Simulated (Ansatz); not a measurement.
Geometry optimisation, Ansatz 0.2.0, DFT PBE, scalar-relativistic, plane waves, PAW.

The input (input.yaml):

```yaml
accuracy: low
crystal:
  lattice:
    - [5.32, 0.0, 0.0]
    - [-3.99, 6.910883, 0.0]
    - [0.0, 0.0, 4.93696]
  atoms:
    - { symbol: Zn, position: [0.0, 0.0, 0.0] }
    - { symbol: Zn, position: [0.1666667, 0.2222222, 0.5] }
    - { symbol: Zn, position: [0.0, 0.3333333, 0.0] }
    - { symbol: Zn, position: [0.1666667, 0.5555556, 0.5] }
    - { symbol: Zn, position: [0.0, 0.6666667, 0.0] }
    - { symbol: Zn, position: [0.1666667, 0.8888889, 0.5] }
    - { symbol: Zn, position: [0.5, 0.0, 0.0] }
    - { symbol: Zn, position: [0.6666667, 0.2222222, 0.5] }
    - { symbol: Zn, position: [0.5, 0.3333333, 0.0] }
    - { symbol: Zn, position: [0.6666667, 0.5555556, 0.5] }
    - { symbol: Zn, position: [0.5, 0.6666667, 0.0] }
    - { symbol: Zn, position: [0.6666667, 0.8888889, 0.5] }
    - { symbol: H, position: [0.6688819, 0.5604464, 0.8540215] }
basis:
  ecutwfc: 420.0
kpoints:
  mp_grid: { grid: [4, 3, 3] }
hamiltonian:
  xc: pbe
scf:
  occupations: { method: fermi_dirac, width: 0.1 }
  lower_state_search: "off"
relax:
  f_tol: 0.08
  max_steps: 25
  adjacent_minimum: "off"
```

Launched with:

```bash
$ ansatz run input.yaml --threads 2 --pin off --max-ram 5120MiB --backend cpu --events-out ev --progress --plain --runs-dir out
```

Q: Where does it end, and by what steps?

A: The run converged. The force dipped under the threshold on the way, but the program's further checks kept it going. Limits of this set-up: coarse k mesh, odd electron count without spin, low accuracy level. After 3 steps the energy has fallen by 0.322 eV; Zn10 moved furthest, 0.14 Å.

| step | energy less start (eV) | largest force component (eV/Å) | accepted |
| --- | --- | --- | --- |
| 0 | 0.0000 | 1.273 | yes |
| 1 | -0.2423 | 0.583 | yes |
| 2 | -0.3217 | 0.053 | yes |
| 3 | -0.3217 | 0.053 | yes |

```xyz
13
Lattice="5.3200 0.0000 0.0000 -3.9900 6.9109 0.0000 0.0000 0.0000 4.9370" Properties=species:S:1:pos:R:3
Zn -0.022 -0.007 -0.019
Zn 0.001 1.525 2.469
Zn -1.338 2.299 -0.012
Zn -1.322 3.838 2.488
Zn -2.583 4.671 0.056
Zn -2.648 6.165 2.467
Zn 2.668 0.027 -0.008
Zn 2.675 1.531 2.475
Zn 1.319 2.177 0.039
Zn 1.339 3.839 2.328
Zn -0.090 4.662 0.058
Zn 0.004 6.157 2.472
H 1.320 3.848 4.213
```

Whether the end is a true minimum wasn't checked by a vibrational analysis.

Run time: 33 s on 2 threads of Intel(R) Xeon(R) Platinum 8488C (Sapphire Rapids), on a shared host, peak memory 0.68 GiB.
